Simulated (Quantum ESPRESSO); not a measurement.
Write an ASE script for Quantum ESPRESSO 7.5 that does the following.

| Property | Result |
| --- | --- |
| Task | single point |
| Functional | WC |
| Potentials or basis | PseudoDojo 0.5 SR PBE stringent |
| Cutoff | 1415 eV |
| Density cutoff | 5660 eV |
| k mesh | 5 × 5 × 3 |
| Occupations | fermi-dirac, width 0.1 eV |
| Spin | no spin polarisation |
| Mixing beta | 0.5 |
| Most SCF iterations | 120 |
| SCF threshold | 1.6e-09 Ry |

The structure of Ti2Al3As3 lies in Ti2Al3As3.cif:

```cif
data_Ti2Al3As3
_cell_length_a 4.68818445
_cell_length_b 4.68818445
_cell_length_c 7.11185248
_cell_angle_alpha 90.00000000
_cell_angle_beta 90.00000000
_cell_angle_gamma 90.00000000
_space_group_name_H-M_alt 'P1'
_space_group_name_Hall 'P 1'
_space_group_IT_number 1
loop_
_space_group_symop_operation_xyz
'x,y,z'
loop_
_atom_site_label
_atom_site_type_symbol
_atom_site_symmetry_multiplicity
_atom_site_Wyckoff_symbol
_atom_site_fract_x
_atom_site_fract_y
_atom_site_fract_z
_atom_site_occupancy
Ti1 Ti 1 a 0.0000000000 0.5000000000 0.3369347300 1
Ti2 Ti 1 a 0.5000000000 0.0000000000 0.3369347300 1
Al1 Al 1 a 0.0000000000 0.5000000000 0.6913715400 1
Al2 Al 1 a 0.5000000000 0.0000000000 0.6913715400 1
Al3 Al 1 a 0.0000000000 0.0000000000 0.5504219600 1
As1 As 1 a 0.0000000000 0.5000000000 0.0404959200 1
As2 As 1 a 0.5000000000 0.0000000000 0.0404959200 1
As3 As 1 a 0.0000000000 0.0000000000 0.3027125300 1
```

The cell was built by a generator and needn't be a form met in nature.

These files were run (other wordings do the same):

run.py

```python
import numpy as np
from ase.calculators.espresso import Espresso, EspressoProfile
from ase.io import read

atoms = read('Ti2Al3As3.cif')

input_data = {
    'control': {'calculation': 'scf', 'prefix': 'pwscf', 'outdir': './tmp', 'tprnfor': True, 'tstress': True, 'disk_io': 'nowf'},
    'system': {'ecutwfc': 104.0, 'nbnd': 66, 'input_dft': 'wc', 'occupations': 'smearing', 'smearing': 'fd', 'degauss': 0.00734986},
    'electrons': {'conv_thr': 1.6e-09, 'electron_maxstep': 120, 'mixing_beta': 0.5},
}
pseudopotentials = {'Ti': 'Ti.upf', 'Al': 'Al.upf', 'As': 'As.upf'}
profile = EspressoProfile(command='pw.x', pseudo_dir='pseudo')
dft = Espresso(profile=profile, input_data=input_data, pseudopotentials=pseudopotentials, kpts=(5, 5, 3), koffset=(0, 0, 0))
atoms.calc = dft

print(f'energy {atoms.get_potential_energy():.8f} eV')
print('forces (eV/A)')
print(np.round(atoms.get_forces(), 6))
print('stress (eV/A^3, Voigt)')
print(np.round(atoms.get_stress(), 8))
print(f'Fermi level {dft.get_fermi_level():.4f} eV')
```

Potentials or basis: PseudoDojo 0.5 SR PBE stringent.

The run is started by

```console
$ OMP_NUM_THREADS=1 python run.py
```

It gave:

```json
{
  "Pressure": "26.3 GPa",
  "Largest force": "19.759 eV/Å",
  "Band gap on the k mesh": "none (metal or under the smearing width)"
}
```

Caveat: the k mesh is coarse; the potentials were made for another functional, which shifts forces and pressure; so large a pressure means that the cell lies far from this level's equilibrium, or that cutoff or potentials fall short.

Wall time 5.3 min on 1 thread of Intel(R) Xeon(R) Platinum 8259CL CPU @ 2.50GHz (Skylake/Cascade Lake), with other jobs on the host, peak memory 0.48 GiB.
